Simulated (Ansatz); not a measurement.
# Ta: an axial (c/a) deformation path

One table from this session's results is given with a row withheld; the runs are named, their logs left out.

This is Ta in the hcp structure; at room conditions it is bcc.

Computed with Ansatz 0.2.0 (DFT PBEsol, scalar-relativistic, plane waves, PAW, unless a step's input says otherwise).

**The structure to begin with**

It takes space group P6_3/mmc (No. 194, hexagonal). Conventional cell: a = 2.900 Å, b = 2.900 Å, c = 5.166 Å, α = 90.00°, β = 90.00°, γ = 120.00°. Around Ta (site symmetry -6m2) lie 12 Ta at 2.90 to 3.08 Å.

As a file:

```cif
data_structure
_symmetry_space_group_name_H-M 'P6_3/mmc'
_symmetry_Int_Tables_number 194
_cell_length_a 2.9004
_cell_length_b 2.9004
_cell_length_c 5.1663
_cell_angle_alpha 90.000
_cell_angle_beta 90.000
_cell_angle_gamma 120.000
_cell_volume 37.64
loop_
_atom_site_label
_atom_site_type_symbol
_atom_site_symmetry_multiplicity
_atom_site_Wyckoff_symbol
_atom_site_fract_x
_atom_site_fract_y
_atom_site_fract_z
_atom_site_occupancy
Ta1 Ta 2 c 0.66667 0.33333 0.75000 1
```

It goes back to an entry of the Materials Project, which need not be the stable form.

No relaxation comes first: the listed cell is the starting point.

**The reference cell**

The reference gives a free energy of -19612.3863 eV, pressure -7.08 GPa, largest force 0.000 eV/Å and gap on the mesh none (metal). It was computed beforehand with the settings of the runs below.

Set-up of the first run:

At fixed volume and fractional coordinates, lengths along (0.000, 0.000, 1.000) are scaled against those across it; ρ is that ratio over its starting value.

input.yaml reads:

```yaml
crystal:
  lattice:
    - [3.0618276416, 0.0, 0.0]
    - [-1.5309138208, 2.6516205196, 0.0]
    - [0.0, 0.0, 4.6357860716]
  atoms:
    - { symbol: Ta, position: [0.6666666667, 0.3333333333, 0.75] }
    - { symbol: Ta, position: [0.3333333333, 0.6666666667, 0.25] }
basis:
  ecutwfc: 420
kpoints:
  mp_grid: { grid: [24, 24, 10] }
hamiltonian:
  xc: pbesol
scf:
  occupations: { method: gaussian, width: 0.15 }
output:
  forces: true
  stress: true
  eigenvalues: true
```

Launch:

```
$ ansatz run input.yaml --threads 1 --pin off --max-ram 2560MiB --backend cpu --events-out ev --progress --plain --runs-dir out
```

Among the steps run: ρ = 0.850; Point ρ = 1.200; Point ρ = 0.920; Point ρ = 1.100; At ρ = 0.960; ρ = 1.050; Point ρ = 0.800; Point ρ = 1.300.

One table of the session follows, with a row left open; its other results are not shown here.

The scan, with free energies counted from the undisturbed cell:

```
    ρ  ΔE (meV/atom)  pressure (GPa)
0.800          162.6            -5.5
0.850          114.1            -6.6
0.920           42.0            -7.3
0.960              ?               ?
1.000            0.0            -7.1
1.050           18.7            -6.2
1.100           72.7            -4.6
1.200          278.2             0.7
1.300          598.6             9.1
```

Q: Estimate the row for ρ = 0.960 from the others.

Worked estimate for «ΔE (meV/atom)». A straight line through the neighbours (0.920, 42.0) and (1.000, 0.0) gives 42.0 + (0.0 − 42.0) × (0.960 − 0.920) / (1.000 − 0.920) = 21.0; a parabola fitted to 4 rows on both sides gives 13.9.

The run gave: ΔE (meV/atom): 11.5; pressure (GPa): -7.3. In «ΔE (meV/atom)» the line misses by +9.5 and the parabola by +2.4.
